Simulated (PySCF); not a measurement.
# Cl4Si: the cost of one run

The runs use PySCF 2.14.0, with density-fitted response routines of our own; the level of theory stands in each step. All values are computed, except where a source is named. Atoms are numbered from 0 throughout.

## Step 1: The starting structure

5 atoms, charge 0, multiplicity 1; geometry from: GFN2-xTB. The atoms were then displaced at random by about 0.03 Å, so the start is not that level's minimum.

Bonds of the start (Å): Cl0–Si1 2.00, Si1–Cl2 2.04, Si1–Cl3 2.01, Si1–Cl4 2.03.

## Step 2: Geometry optimisation at PBE0-D3(BJ)/def2-SVP

The job: settings as JSON, then the geometry in Å.

```
{"job": {"xc": "PBE0", "basis": "def2-SVP", "d3": "d3bj", "grid": 1, "shake": 0.03, "kind": "geom"}, "charge": 0, "multiplicity": 1}
Cl    -1.111070    -1.278010    -1.102710
Si    -0.013520    -0.012460    -0.013080
Cl    -0.844930     1.847540     0.009060
Cl     0.224740    -0.708230     1.861830
Cl     1.836880     0.046380    -0.851590
```

Started as:

```bash
> OMP_NUM_THREADS=1 python probes_run.py task.json out
```

This one command runs all jobs of the session in turn.

**Question.** How long does this first job take on 1 thread of Arm Neoverse V1, shared host, and how much memory does it need?

About 23 s, with a peak of 0.37 GiB.
